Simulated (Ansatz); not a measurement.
# C₂H₆ClNOSi: up Jacob's ladder to CCSD(T)

An exercise on one series of results from a longer session: the logs are not shown, and one member is left open.

Program: Ansatz 0.2.0, Gaussian basis. Level of theory: functionals in def2-TZVPP, the program's frozen cores in correlated methods. These are calculated values, not measurements.

Plan: PBE-D4, r2SCAN-D4, PBE0-D4, B3LYP-D4, ωB97X-V, ωB97M-V, B2PLYP; CCSD(T)/def2-TZVPP; MP2/def2-QZVPP; extrapolation to the limit.

### The geometry

An earlier PBE0-D4 in a triple-zeta def2 set relaxation fixed the geometry.

SMILES `CNC(=O)[SiH2]Cl`, 12 atoms, charge 0, spin multiplicity 1.

Atoms are counted from 1 here; the program's logs count them from 0.

Bond lengths: C1–N2 1.443 Å, C1–H7 1.093 Å, C1–H8 1.089 Å, C1–H9 1.093 Å, N2–C3 1.345 Å, N2–H10 1.007 Å, C3–O4 1.222 Å, C3–Si5 1.903 Å, Si5–Cl6 2.070 Å, Si5–H11 1.478 Å, Si5–H12 1.478 Å. Angles: N2–C1–H7 111.0°, N2–C1–H8 107.7°, N2–C1–H9 111.1°, H7–C1–H8 109.0°, H7–C1–H9 109.0°, H8–C1–H9 109.0°, C1–N2–C3 123.1°, C1–N2–H10 119.5°, C3–N2–H10 117.5°, N2–C3–O4 124.9°, N2–C3–Si5 120.3°, O4–C3–Si5 114.8°, C3–Si5–Cl6 110.9°, C3–Si5–H11 108.8°, C3–Si5–H12 108.8°, Cl6–Si5–H11 108.4°, Cl6–Si5–H12 108.4°, H11–Si5–H12 111.6°.

Set-up of the first run:

in.yaml

```yaml
crystal:
  periodic: [false, false, false]
  atoms:
    - {symbol: C, position_ang: [-1.569341, -1.203595, 0.617353]}
    - {symbol: N, position_ang: [-0.563067, -0.489012, -0.129941]}
    - {symbol: C, position_ang: [0.336706, 0.328454, 0.446414]}
    - {symbol: O, position_ang: [0.406185, 0.557042, 1.644873]}
    - {symbol: Si, position_ang: [1.630807, 1.233789, -0.615482]}
    - {symbol: Cl, position_ang: [1.403287, 0.761291, -2.618308]}
    - {symbol: H, position_ang: [-1.459156, -2.283063, 0.490035]}
    - {symbol: H, position_ang: [-1.439491, -0.954864, 1.669388]}
    - {symbol: H, position_ang: [-2.573770, -0.909965, 0.303292]}
    - {symbol: H, position_ang: [-0.519353, -0.595839, -1.130335]}
    - {symbol: H, position_ang: [1.443867, 2.691066, -0.456085]}
    - {symbol: H, position_ang: [2.980024, 0.809395, -0.187104]}
basis:
  gaussian: {orbitals: def2-TZVPP}
hamiltonian: {xc: pbe, dispersion: d4}
output: {forces: true, orbitals: {seedname: orbitals}}
```

Run with:

```console
$ ansatz run in.yaml --threads 2 --pin off --events-out ev --progress --plain --max-ram 22528MiB --backend cuda --devices 0, --max-vram 18GiB
```

Among the steps run: PBE-D4 (GGA); r2SCAN-D4 (meta-GGA); PBE0-D4 (hybrid); B3LYP-D4 (hybrid); ωB97X-V (range-separated); ωB97M-V (range-separated); B2PLYP (double hybrid); CCSD(T) in def2-TZVPP; MP2 in def2-QZVPP.

One table of the session follows, with a row left open; its other results are not shown here.

| method | atomisation energy (eV) |
| --- | --- |
| PBE-D4 | 48.283 |
| r2SCAN-D4 | 47.119 |
| PBE0-D4 | 47.134 |
| B3LYP-D4 | 46.987 |
| ωB97X-V | 47.194 |
| ωB97M-V | 47.151 |
| B2PLYP | 46.428 |
| HF/def2-TZVPP | 33.011 |
| MP2/def2-TZVPP | 46.472 |
| CCSD/def2-TZVPP | 44.607 |
| CCSD(T)/def2-TZVPP | 45.465 |
| MP2/CBS | 47.885 |
| CCSD(T)/CBS | ? |

Q: Estimate the row for CCSD(T)/CBS from the others.

**Answer.** atomisation energy (eV): 46.878. In the column «atomisation energy (eV)» it lies between MP2/def2-TZVPP (46.472) and B3LYP-D4 (46.987).

To keep in mind: Free atoms (2 C, 1 N, 1 O, 1 Si, 1 Cl, 6 H) were run apart at each level; the atomisation energy is their sum less the molecule, without zero-point or spin-orbit terms.
